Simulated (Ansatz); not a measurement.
Task: a single point of Yb₃PbO, space group Pm-3m, with Ansatz 0.2.0 through its Python package. Give the script and its output. Level of theory: r2SCAN, PAW, cutoff 517 eV, 5×5×5 k-points, Fermi-Dirac smearing of 0.05 eV.

```
CELL_PARAMETERS angstrom
4.85867 0.00000 0.00000
0.00000 4.85867 0.00000
0.00000 0.00000 4.85867
ATOMIC_POSITIONS crystal
Yb 0.00000 0.50000 0.50000
Yb 0.50000 0.00000 0.50000
Yb 0.50000 0.50000 0.00000
Pb 0.00000 0.00000 0.00000
O 0.50000 0.50000 0.50000
```

The script, `scf.py`:
```python
"""Single point of Yb3PbO."""

from dataclasses import dataclass
import logging
import sys

import ansatz as az
import numpy as np
from pymatgen.core import Structure

logging.basicConfig(stream=sys.stdout, format="%(name)s: %(message)s")
log = logging.getLogger("calc")
log.setLevel(logging.INFO)


@dataclass(frozen=True)
class Settings:
    filling: str = "fermi_dirac"
    width_ev: float = 0.05
    k_length: int = 24


opts = Settings()

structure = (
    az.Lattice.cubic(4.85867)
    .space_group(221)
    .atom("Yb", (0.0, 0.5, 0.5))
    .atom("Pb", (0.0, 0.0, 0.0))
    .atom("O", (0.5, 0.5, 0.5))
)

# functional, basis and sampling
calculation = structure.calculation()
calculation = calculation.functional(az.Functional.R2SCAN).pseudopotentials("paw")
calculation = calculation.occupations(opts.filling, width=opts.width_ev)
calculation = calculation.kpoints(length=opts.k_length).basis(19 * az.Ha)
calculation = calculation.stress()
session = calculation.session()
planned = session.plan(threads=1)
result = planned.execute()
report = result.report

for key in ("converged", "n_iterations", "n_electrons", "n_kpoints", "n_pw", "n_symmetry_ops", "free_energy_ev", "fermi_energy_ev"):
    log.info(f"{key:18s} {report[key]}")

final = Structure(result.lattice.cell_ang, [s.symbol for s in result.lattice.sites], [s.position_frac for s in result.lattice.sites])
print(final.to(fmt="poscar"))

# principal values and the von Mises stress of the deviator
principal = np.linalg.eigvalsh(np.array(report["stress_gpa"]))
mises = np.sqrt(0.5 * sum((principal[i] - principal[i - 1]) ** 2 for i in range(3)))
print("principal stresses (GPa, compression positive):", np.round(principal, 3))
log.info(f"mean {principal.mean():.3f} GPa, von Mises {mises:.3f} GPa, PV = {principal.mean() * report['setup']['cell_volume_ang3'] / 160.21766:.4f} eV")
```

```console
$ python scf.py
calc: converged          True
calc: n_iterations       12
calc: n_electrons        92.0
calc: n_kpoints          10
calc: n_pw               3071
calc: n_symmetry_ops     48
calc: free_energy_ev     -53912.85317451683
calc: fermi_energy_ev    14.148162993491257
Yb3 Pb1 O1
1.0
   4.8586700000000000    0.0000000000000000    0.0000000000000000
   0.0000000000000003    4.8586700000000000    0.0000000000000000
   0.0000000000000003    0.0000000000000003    4.8586700000000000
Yb Pb O
3 1 1
direct
   0.0000000000000000    0.5000000000000000    0.5000000000000000 Yb
   0.5000000000000000    0.0000000000000000    0.5000000000000000 Yb
   0.5000000000000000    0.5000000000000000    0.0000000000000000 Yb
   0.0000000000000000    0.0000000000000000    0.0000000000000000 Pb
   0.5000000000000000    0.5000000000000000    0.5000000000000000 O

principal stresses (GPa, compression positive): [-2.683 -2.683 -2.683]
calc: mean -2.683 GPa, von Mises 0.000 GPa, PV = -1.9204 eV
```

Caveats:
- Total energies depend on the potentials; only differences at equal settings carry meaning. A total without «per atom» is that of the cell as typed.
- Semilocal functionals put the nearly full 4f shell of Yb too close to the Fermi level.
- For a metal this k-point mesh is coarse: on a finer one energies can move by several to tens of meV an atom and pressures by half a GPa or more, differences at one mesh by less.
- An absolute Fermi energy rests on an arbitrary zero of the periodic potential and has no direct meaning.
- Spin-orbit coupling, which matters for elements this heavy, is left out.
- The starting cell is as deposited in a crystallographic database; the results hold for this polymorph, which needn't be the stable one.
- Timing: 14 s on 1 thread of Arm Neoverse V2, with other jobs on the host, peak memory 0.79 GiB.

(Lines on the test bed's own set-up are left out of the output.)
